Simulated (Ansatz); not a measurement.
# SiH₂F₂ + HBr: a complex and its separated parts

The complex below is one end of an elementary step. How strongly is it bound against its free parts?

Method: PBE0-D4/def2-TZVP structures, single points in def2-TZVPP, no counterpoise correction; program: Ansatz 0.2.0, Gaussian basis.

Levels: SPW92, PBE-D4, BLYP-D4, r2SCAN-D4, B97M-V, PBE0-D4, B3LYP-D4, r2SCAN0-D4, BHLYP-D4, CAM-B3LYP-D4, wB97X-V, wB97M-V, B2PLYP, PBE-QIDH, RPA on PBE, Hartree-Fock, MP2, CCSD, CCSD(T).

Cores are frozen in the correlated methods. Filled d shells of the heavier atoms are correlated. B3LYP uses VWN-RPA correlation. B2PLYP carries no dispersion term here.

94 further runs of the same task are left out: 94 set aside as unsound or not needed.

### Step 1. Starting geometry

The complex: 7 atoms, charge 0, spin multiplicity 1.

Atoms are counted from 1 here; the program's logs count them from 0.

Bond lengths: Si1–H2 1.473 Å, Si1–F3 1.593 Å, Si1–F4 1.586 Å, Si1–H5 1.473 Å, H6–Br7 1.422 Å. Angles: H2–Si1–F3 108.5°, H2–Si1–F4 108.5°, H2–Si1–H5 115.4°, F3–Si1–F4 107.1°, F3–Si1–H5 108.5°, F4–Si1–H5 108.5°.

Coordinates:

```mol
BrF2H3Si
  3D, bonds by distance, orders not assigned

  7  5  0  0  0  0  0  0  0  0999 V2000
   -0.6221    0.0891    0.7608 Si  0  0
   -1.5776    0.2778   -0.3441 H   0  0
    0.2935   -1.1715    0.4289 F   0  0
   -1.4362   -0.2607    2.0766 F   0  0
    0.2518    1.2405    1.0441 H   0  0
    1.6031   -0.7026   -1.6307 H   0  0
    1.4876    0.5275   -2.3357 Br  0  0
  1  2  8  0
  1  3  8  0
  1  4  8  0
  1  5  8  0
  6  7  8  0
M  END
```

Its parts: SiH₂F₂ holds atoms 1, 2, 3, 4, 5; HBr holds atoms 6, 7. Each part counts its atoms afresh in its own runs.

### Step 2. Relaxing SiH₂F₂ alone

The input, relax-a/in.yaml:

```yaml
crystal:
  periodic: [false, false, false]
  atoms:
    - {symbol: Si, position_ang: [-0.622060, 0.089128, 0.760803]}
    - {symbol: H, position_ang: [-1.577648, 0.277776, -0.344119]}
    - {symbol: F, position_ang: [0.293471, -1.171517, 0.428927]}
    - {symbol: F, position_ang: [-1.436170, -0.260698, 2.076648]}
    - {symbol: H, position_ang: [0.251779, 1.240501, 1.044104]}
basis:
  gaussian: {orbitals: def2-TZVP}
hamiltonian: {xc: pbe0, dispersion: d4}
relax: {f_tol: 0.005, max_steps: 200}
```

The run is started by

```console
$ ansatz run in.yaml --threads 4 --pin off --events-out ev --progress --plain --max-ram 9574MiB
```

After this run come: Relaxing HBr alone; SPW92/def2-TZVPP; PBE-D4/def2-TZVPP; BLYP-D4/def2-TZVPP; r2SCAN-D4/def2-TZVPP; B97M-V/def2-TZVPP; PBE0-D4/def2-TZVPP; B3LYP-D4/def2-TZVPP; r2SCAN0-D4/def2-TZVPP; BHLYP-D4/def2-TZVPP; CAM-B3LYP-D4/def2-TZVPP; wB97X-V/def2-TZVPP; wB97M-V/def2-TZVPP; B2PLYP/def2-TZVPP; PBE-QIDH/def2-TZVPP; RPA on PBE/def2-TZVPP; CCSD(T)/def2-TZVPP; Vibrations of SiH₂F₂; Vibrations of HBr.

Before running it: what results should come out? Wanted: complex less parts, CCSD(T)/def2-TZVPP; with zero-point energy; largest T1 diagnostic.

**Answer**, as computed:

```
                              quantity        value
complex less parts, CCSD(T)/def2-TZVPP  -8.8 kJ/mol
                with zero-point energy  -6.1 kJ/mol
                 largest T1 diagnostic        0.012
```

What this shows: At CCSD(T) the complex lies 8.8 kJ/mol below its parts. PBE-QIDH is the best functional here (+1.0 kJ/mol from CCSD(T)); SPW92 is the worst (-7.6 kJ/mol). Mean unsigned error by rung: LDA 7.6, GGA 2.6, meta-GGA 1.5, hybrid 2.4, range-separated hybrid 2.0, double hybrid 2.0 kJ/mol. PBE-D4 gives a relative energy 3.0 kJ/mol too low, an error of 35 % of the reference. No counterpoise was applied, and triple zeta lacks some correlation, so the CCSD(T) reference has a basis error of its own, and close matches with it are partly luck.
